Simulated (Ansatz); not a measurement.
**BClH₆Si₂: up Jacob's ladder to CCSD(T)**

How much do the methods differ for BClH₆Si₂? The plan is to run it at one geometry with functionals of several rungs and with coupled cluster. The yardstick is the atomisation energy at the CCSD(T) limit.

The runs use Ansatz 0.2.0, Gaussian basis; functionals in def2-TZVPP, the program's frozen cores in correlated methods.

Levels to be run: LDA (SPW92), PBE-D4, revPBE-D4, BLYP-D4, r2SCAN-D4, B97M-V, PBE0-D4, B3LYP-D4, r2SCANh-D4, r2SCAN0-D4, HSE06-D4, BHLYP-D4, CAM-B3LYP-D4, LC-ωPBE, ωB97X-V, ωB97M-V, B2PLYP, PBE-QIDH; CCSD(T)/def2-SVP; CCSD(T)/def2-TZVPP; MP2/def2-QZVPP; extrapolation to the limit; RPA on PBE.

### 1 The geometry

The geometry comes from an earlier relaxation with PBE0-D4 in a triple-zeta def2 set; it is a stationary point, not always the lowest conformer.

10 atoms, charge 0, spin multiplicity 1.

Atoms are counted from 1 here; the program's logs count them from 0.

Bond lengths: B1–Si2 1.990 Å, B1–H5 1.193 Å, B1–H6 1.197 Å, Si2–Si3 2.353 Å, Si2–Cl4 2.073 Å, Si2–H7 1.489 Å, Si3–H8 1.486 Å, Si3–H9 1.486 Å, Si3–H10 1.488 Å. Angles: Si2–B1–H5 123.0°, Si2–B1–H6 118.3°, H5–B1–H6 118.6°, B1–Si2–Si3 107.4°, B1–Si2–Cl4 114.0°, B1–Si2–H7 112.2°, Si3–Si2–Cl4 107.5°, Si3–Si2–H7 108.3°, Cl4–Si2–H7 107.1°, Si2–Si3–H8 110.0°, Si2–Si3–H9 109.3°, Si2–Si3–H10 109.7°, H8–Si3–H9 109.3°, H8–Si3–H10 109.1°, H9–Si3–H10 109.5°.

### 2 LDA

This LDA is Slater exchange with PW92 correlation.

in.yaml reads:

```yaml
crystal:
  periodic: [false, false, false]
  atoms:
    - {symbol: B, position_ang: [-1.141282, 1.447066, -0.624407]}
    - {symbol: Si, position_ang: [0.017941, -0.143611, -0.915971]}
    - {symbol: Si, position_ang: [0.855791, -0.799980, 1.182101]}
    - {symbol: Cl, position_ang: [-0.973122, -1.772140, -1.729525]}
    - {symbol: H, position_ang: [-2.333267, 1.394210, -0.644476]}
    - {symbol: H, position_ang: [-0.618493, 2.485169, -0.340003]}
    - {symbol: H, position_ang: [1.171312, 0.157645, -1.807666]}
    - {symbol: H, position_ang: [-0.268972, -1.091098, 2.109162]}
    - {symbol: H, position_ang: [1.686293, -2.021606, 1.019191]}
    - {symbol: H, position_ang: [1.686898, 0.293145, 1.754492]}
basis:
  gaussian: {orbitals: def2-TZVPP}
hamiltonian: {xc: lda}
output: {orbitals: {seedname: orbitals}}
```

The run is started by

```
> ansatz run in.yaml --threads 2 --pin off --events-out ev --progress --plain --max-ram 4352MiB
```

After this run come: PBE-D4 (GGA); revPBE-D4 (GGA); BLYP-D4 (GGA); r2SCAN-D4 (meta-GGA); B97M-V (meta-GGA); B3LYP-D4 (hybrid); r2SCANh-D4 (hybrid); r2SCAN0-D4 (hybrid); HSE06-D4 (hybrid); BHLYP-D4 (hybrid); CAM-B3LYP-D4 (range-separated); LC-ωPBE (range-separated); ωB97X-V (range-separated); ωB97M-V (range-separated); B2PLYP (double hybrid); PBE-QIDH (double hybrid); CCSD(T) in def2-SVP; CCSD(T) in def2-TZVPP; MP2 in def2-QZVPP; RPA on PBE orbitals.

Before running them: what should the planned runs give, taken together? Wanted: atomisation energy, CCSD(T)/CBS; farthest beyond LDA; mean size of error, GGA; mean size of error, meta-GGA; mean size of error, hybrid; mean size of error, range-separated; mean size of error, double hybrid; gap, smallest and largest; T1 diagnostic.

**Answer**, as computed:

| quantity | value |
| --- | --- |
| atomisation energy, CCSD(T)/CBS | 31.024 eV |
| functionals within 0.155 eV (0.5 %) | PBE-D4, PBE0-D4, B3LYP-D4, r2SCANh-D4, r2SCAN0-D4, HSE06-D4, CAM-B3LYP-D4, ωB97M-V |
| farthest beyond LDA | revPBE-D4 (-0.525 eV) |
| mean size of error, GGA | 0.321 eV |
| mean size of error, meta-GGA | 0.318 eV |
| mean size of error, hybrid | 0.097 eV |
| mean size of error, range-separated | 0.218 eV |
| mean size of error, double hybrid | 0.310 eV |
| gap, smallest and largest | 2.83 eV (LDA (SPW92)), 9.89 eV (LC-ωPBE) |
| T1 diagnostic | 0.0124 |
| triples share of the correlation energy | 3.6 % |

In words: The LDA atomisation energy is off by 3.280 eV (11 %): it overbinds. PBE-D4 misses by -0.075 eV. Double hybrids carry the basis error of their MP2 part in triple zeta, and no dispersion term here, so their miss is partly the set-up's. By mean error the best rung here is hybrid (0.097 eV) and the worst beyond LDA is GGA (0.321 eV). The reference freezes the cores and leaves out relativity and excitations past (T), so misses under about 0.155 eV can't be ranked. Hartree-Fock recovers 78 % of the binding; the rest is correlation. CCSD(T) in def2-SVP is off by -2.063 eV, so the small basis spoils what the method gains. Orbital gaps span 2.8 to 9.9 eV; exact exchange widens them.
